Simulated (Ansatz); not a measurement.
# C₂H₇InZn: one species, many methods

An exercise on one series of results from a longer session: the logs are not shown, and one member is left open.

The runs use Ansatz 0.2.0, Gaussian basis; functionals in def2-TZVPP, the program's frozen cores in correlated methods.

Levels to be run: LDA (SPW92), PBE-D4, revPBE-D4, BLYP-D4, r2SCAN-D4, B97M-V, PBE0-D4, B3LYP-D4, r2SCANh-D4, r2SCAN0-D4, HSE06-D4, BHLYP-D4, CAM-B3LYP-D4, LC-ωPBE, ωB97X-V, ωB97M-V, B2PLYP, PBE-QIDH; CCSD(T)/def2-SVP; CCSD(T)/def2-TZVPP; MP2/def2-QZVPP; extrapolation to the limit; RPA on PBE.

## Structure used throughout

An earlier PBE0-D4 in a triple-zeta def2 set relaxation fixed the geometry. In takes the def2 core potential; no spin-orbit term is included.

SMILES `[CH3][Zn][CH2][InH2]`, 11 atoms, charge 0, spin multiplicity 1.

Atoms are counted from 1 here; the program's logs count them from 0.

Bond lengths: C1–Zn2 1.941 Å, C1–H5 1.093 Å, C1–H6 1.093 Å, C1–H7 1.093 Å, Zn2–C3 1.938 Å, C3–In4 2.134 Å, C3–H8 1.095 Å, C3–H9 1.095 Å, In4–H10 1.731 Å, In4–H11 1.732 Å. Angles: Zn2–C1–H5 111.0°, Zn2–C1–H6 111.1°, Zn2–C1–H7 111.0°, H5–C1–H6 107.9°, H5–C1–H7 107.9°, H6–C1–H7 107.9°, C1–Zn2–C3 179.6°, Zn2–C3–In4 113.6°, Zn2–C3–H8 107.7°, Zn2–C3–H9 107.7°, In4–C3–H8 109.3°, In4–C3–H9 109.3°, H8–C3–H9 109.3°, C3–In4–H10 120.2°, C3–In4–H11 120.2°, H10–In4–H11 119.6°.

As a file:

```xyz
11

C    -0.9510    2.4046   -0.2853
Zn    0.1286    0.7919   -0.2393
C     1.1966   -0.8245   -0.1889
In    0.1487   -2.5184    0.5780
H    -1.2601    2.6979    0.7214
H    -0.3945    3.2379   -0.7215
H    -1.8541    2.2547   -0.8828
H     1.5266   -1.0366   -1.2107
H     2.0709   -0.6260    0.4390
H     0.1515   -2.8479    2.2779
H    -0.7631   -3.5337   -0.4878
```

The first run:

in.yaml

```yaml
crystal:
  periodic: [false, false, false]
  atoms:
    - {symbol: C, position_ang: [-0.951029, 2.404602, -0.285289]}
    - {symbol: Zn, position_ang: [0.128591, 0.791935, -0.239344]}
    - {symbol: C, position_ang: [1.196623, -0.824516, -0.188874]}
    - {symbol: In, position_ang: [0.148722, -2.518394, 0.578006]}
    - {symbol: H, position_ang: [-1.260140, 2.697859, 0.721427]}
    - {symbol: H, position_ang: [-0.394543, 3.237949, -0.721515]}
    - {symbol: H, position_ang: [-1.854113, 2.254707, -0.882788]}
    - {symbol: H, position_ang: [1.526604, -1.036564, -1.210741]}
    - {symbol: H, position_ang: [2.070906, -0.625980, 0.439015]}
    - {symbol: H, position_ang: [0.151511, -2.847912, 2.277853]}
    - {symbol: H, position_ang: [-0.763143, -3.533676, -0.487751]}
basis:
  gaussian: {orbitals: def2-TZVPP}
hamiltonian: {xc: lda}
output: {orbitals: {seedname: orbitals}}
```

Started as:

```sh
$ ansatz run in.yaml --threads 4 --pin off --events-out ev --progress --plain --max-ram 10444MiB
```

Among the steps run: LDA; PBE-D4 (GGA); revPBE-D4 (GGA); BLYP-D4 (GGA); r2SCAN-D4 (meta-GGA); B97M-V (meta-GGA); PBE0-D4 (hybrid); B3LYP-D4 (hybrid); r2SCANh-D4 (hybrid); r2SCAN0-D4 (hybrid); HSE06-D4 (hybrid); BHLYP-D4 (hybrid); CAM-B3LYP-D4 (range-separated); LC-ωPBE (range-separated); ωB97X-V (range-separated); ωB97M-V (range-separated); B2PLYP (double hybrid); PBE-QIDH (double hybrid).

One of the session's tables, all rows but one given; the rest of the session is left out.

It belongs to the step «Orbital energies across the functionals». 

| functional | HOMO (eV) | LUMO (eV) | gap (eV) |
| --- | --- | --- | --- |
| LDA (SPW92) | ? | ? | ? |
| PBE-D4 | -5.92 | -2.20 | 3.72 |
| revPBE-D4 | -5.85 | -2.08 | 3.77 |
| BLYP-D4 | -5.76 | -2.16 | 3.60 |
| r2SCAN-D4 | -6.11 | -1.93 | 4.17 |
| B97M-V | -6.12 | -2.20 | 3.92 |
| PBE0-D4 | -6.95 | -1.48 | 5.47 |
| B3LYP-D4 | -6.74 | -1.75 | 4.99 |
| r2SCANh-D4 | -6.50 | -1.69 | 4.81 |
| r2SCAN0-D4 | -7.09 | -1.33 | 5.76 |
| HSE06-D4 | -6.56 | -1.83 | 4.72 |
| BHLYP-D4 | -7.86 | -0.85 | 7.02 |
| CAM-B3LYP-D4 | -8.21 | -0.71 | 7.50 |
| LC-ωPBE | -9.56 | 0.36 | 9.92 |
| ωB97X-V | -9.17 | 0.23 | 9.40 |
| ωB97M-V | -9.06 | -0.07 | 8.99 |

Q: Estimate the row for LDA (SPW92) from the others.

As computed: HOMO (eV): -6.13; LUMO (eV): -2.46; gap (eV): 3.66. In the column «HOMO (eV)» it lies between r2SCANh-D4 (-6.50) and B97M-V (-6.12).
